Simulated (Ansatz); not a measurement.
# Re: response to strain

Re is deformed so: zz strain of +3 %. What stress and forces result, by LAPW, PAW and all-electron datasets made for the crystal?

Computed with Ansatz 0.2.0 (DFT PBEsol, scalar-relativistic, unless a step's input says otherwise).

### 1 Starting point

Symmetry: R-3m, No. 166, trigonal system. Conventional cell: a = 2.768 Å, b = 2.768 Å, c = 20.096 Å, α = 90.00°, β = 90.00°, γ = 120.00°. Re (site symmetry -3m) has 12 Re at 2.75 to 2.77 Å as nearest neighbours. Around Re (site symmetry 3m) lie 12 Re at 2.74 to 2.77 Å.

Structure file:

```
CELL_PARAMETERS angstrom
1.38392 0.79901 6.69861
-1.38392 0.79901 6.69861
0.00000 -1.59802 6.69861
ATOMIC_POSITIONS crystal
Re 0.00000 0.00000 0.00000
Re 0.22217 0.22217 0.22217
Re 0.77783 0.77783 0.77783
```

Atoms are numbered in the order of the input: Re1, Re2, Re3.

### 2 After the deformation

Space group R-3m before, R-3m after.

### 3 Full-potential LAPW

The input, input.yaml:

```yaml
crystal:
  lattice:
    - [1.3839231524, 0.7990084046, 6.8995663312]
    - [-1.3839231524, 0.7990084046, 6.8995663312]
    - [0.0, -1.5980168092, 6.8995663312]
  atoms:
    - { symbol: Re, position: [0.0, 0.0, 0.0] }
    - { symbol: Re, position: [0.22217388, 0.22217388, 0.22217388] }
    - { symbol: Re, position: [0.77782612, 0.77782612, 0.77782612] }
kpoints:
  mp_grid: { grid: [15, 15, 15] }
  band_path:
    path:
      - [0.0, 0.0, 0.0]
      - [0.5, 0.5, 0.5]
      - [0.824392709, 0.175607291, 0.5]
      - [0.5, -0.175607291, 0.175607291]
      - [0.5, 0.0, 0.0]
      - [0.0, 0.0, 0.0]
      - [0.3378036455, -0.3378036455, 0.0]
      - [0.6621963545, 0.0, 0.3378036455]
      - [0.5, 0.0, 0.5]
    npoints: 5
scf:
  occupations: { method: fermi_dirac, width: 0.05 }
hamiltonian:
  xc: pbesol
  pseudopotentials: { kind: all_electron, lapw: { basis_error: 0.0005 } }
output:
  forces: true
  stress: true
  eigenvalues: true
```

Started as:

```sh
ansatz run input.yaml --threads 1 --pin off --max-ram 6144MiB --backend cpu --events-out ev --progress --plain --runs-dir out
```

### 4 Frozen-core PAW

The input, input.yaml:

```yaml
crystal:
  lattice:
    - [1.3839231524, 0.7990084046, 6.8995663312]
    - [-1.3839231524, 0.7990084046, 6.8995663312]
    - [0.0, -1.5980168092, 6.8995663312]
  atoms:
    - { symbol: Re, position: [0.0, 0.0, 0.0] }
    - { symbol: Re, position: [0.22217388, 0.22217388, 0.22217388] }
    - { symbol: Re, position: [0.77782612, 0.77782612, 0.77782612] }
kpoints:
  mp_grid: { grid: [15, 15, 15] }
scf:
  occupations: { method: fermi_dirac, width: 0.05 }
hamiltonian:
  xc: pbesol
  pseudopotentials: { kind: paw }
output:
  forces: true
  stress: true
  eigenvalues: true
  efg: { contact_densities: true }
```

### 5 All-electron PAW on datasets made for the crystal

Edit input.yaml of step 4 so:

```diff
@@ -15,3 +15,3 @@
   xc: pbesol
-  pseudopotentials: { kind: paw }
+  pseudopotentials: { kind: all_electron, datasets: crystal }
 output:
```

(Steps that only read results are left out.)

**Question.** What will these runs give? Wanted: pressure; largest shear or deviatoric stress.

The runs gave:

| quantity | value |
| --- | --- |
| pressure | LAPW -16.16, PAW -16.28, crystal datasets -16.15 GPa |
| largest shear or deviatoric stress (LAPW) | 8.15 GPa |

**Reading.** The largest part of the stress beyond the pressure is 8.15 GPa in size, in the zz component; the atoms are carried along and not relaxed. No run of the undeformed cell stands beside it, so the pressure holds what the given cell had before the change. PAW: stress within 0.12 GPa of LAPW, forces within 1 meV/Å. Crystal datasets: stress within 0.01 GPa of LAPW, forces within 1 meV/Å. Spin-orbit coupling is left out, though the cell holds Re; in elements this heavy it can shift bands and gaps by tenths of an eV.
